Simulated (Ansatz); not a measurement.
**CH₇NSiSn: up Jacob's ladder to CCSD(T)**

An exercise on one series of results from a longer session: the logs are not shown, and one member is left open.

Program: Ansatz 0.2.0, Gaussian basis. Level of theory: functionals in def2-TZVPP, the program's frozen cores in correlated methods. These are calculated values, not measurements.

Levels to be run: PBE-D4, r2SCAN-D4, PBE0-D4, B3LYP-D4, ωB97X-V, ωB97M-V, B2PLYP; CCSD(T)/def2-TZVPP; MP2/def2-QZVPP; extrapolation to the limit.

### Structure used throughout

The geometry comes from an earlier relaxation with PBE0-D4 in a triple-zeta def2 set; it is a stationary point, not always the lowest conformer. Sn takes the def2 core potential; no spin-orbit term is included.

SMILES `[CH3][SnH]1[NH][SiH2]1`, 11 atoms, charge 0, spin multiplicity 1.

Atoms are counted from 1 here; the program's logs count them from 0.

Bond lengths: C1–Sn2 2.140 Å, C1–H5 1.090 Å, C1–H6 1.089 Å, C1–H7 1.090 Å, Sn2–N3 2.102 Å, Sn2–Si4 2.473 Å, Sn2–H8 1.716 Å, N3–Si4 1.695 Å, N3–H9 1.006 Å, Si4–H10 1.492 Å, Si4–H11 1.490 Å. Angles: Sn2–C1–H5 110.2°, Sn2–C1–H6 109.0°, Sn2–C1–H7 109.2°, H5–C1–H6 109.6°, H5–C1–H7 109.2°, H6–C1–H7 109.6°, C1–Sn2–N3 109.2°, C1–Sn2–Si4 126.7°, C1–Sn2–H8 110.3°, N3–Sn2–Si4 42.5°, N3–Sn2–H8 111.0°, Si4–Sn2–H8 121.7°, Sn2–N3–Si4 80.5°, Sn2–N3–H9 138.9°, Si4–N3–H9 134.7°, Sn2–Si4–N3 56.9°, Sn2–Si4–H10 120.7°, Sn2–Si4–H11 123.7° and more.

The first run:

Contents of in.yaml:

```yaml
crystal:
  periodic: [false, false, false]
  atoms:
    - {symbol: C, position_ang: [-1.351613, 1.618961, -0.223190]}
    - {symbol: Sn, position_ang: [0.190428, 0.246847, -0.788268]}
    - {symbol: N, position_ang: [1.090972, -0.534138, 0.942961]}
    - {symbol: Si, position_ang: [0.618270, -1.981206, 0.196918]}
    - {symbol: H, position_ang: [-1.951261, 1.891109, -1.092039]}
    - {symbol: H, position_ang: [-1.987299, 1.149218, 0.525903]}
    - {symbol: H, position_ang: [-0.895979, 2.517189, 0.194560]}
    - {symbol: H, position_ang: [1.349257, 1.030309, -1.782874]}
    - {symbol: H, position_ang: [1.803036, -0.280488, 1.607114]}
    - {symbol: H, position_ang: [1.633678, -2.896843, -0.399827]}
    - {symbol: H, position_ang: [-0.434187, -2.817957, 0.839243]}
basis:
  gaussian: {orbitals: def2-TZVPP}
hamiltonian: {xc: pbe, dispersion: d4}
output: {forces: true, orbitals: {seedname: orbitals}}
```

Run with:

```
ansatz run in.yaml --threads 4 --pin off --events-out ev --progress --plain --max-ram 10444MiB
```

Among the steps run: PBE-D4 (GGA); r2SCAN-D4 (meta-GGA); PBE0-D4 (hybrid); B3LYP-D4 (hybrid); ωB97X-V (range-separated); ωB97M-V (range-separated); B2PLYP (double hybrid); CCSD(T) in def2-TZVPP; MP2 in def2-QZVPP.

One of the session's tables, all rows but one given; the rest of the session is left out.

```
            method  atomisation energy (kJ/mol)
            PBE-D4                       3463.9
         r2SCAN-D4                       3426.5
           PBE0-D4                       3413.5
          B3LYP-D4                       3428.6
           ωB97X-V                       3457.1
           ωB97M-V                       3435.4
            B2PLYP                       3382.7
     HF/def2-TZVPP                       2391.5
    MP2/def2-TZVPP                       3346.0
   CCSD/def2-TZVPP                       3288.9
CCSD(T)/def2-TZVPP                       3344.3
           MP2/CBS                            ?
       CCSD(T)/CBS                       3455.0
```

Q: Estimate the row for MP2/CBS from the others.

**Answer.** atomisation energy (kJ/mol): 3456.7. In the column «atomisation energy (kJ/mol)» it lies between CCSD(T)/CBS (3455.0) and ωB97X-V (3457.1).

Caveats from the session: Free atoms (1 C, 1 Sn, 1 N, 1 Si, 7 H) were run apart at each level; the atomisation energy is their sum less the molecule, without zero-point or spin-orbit terms.
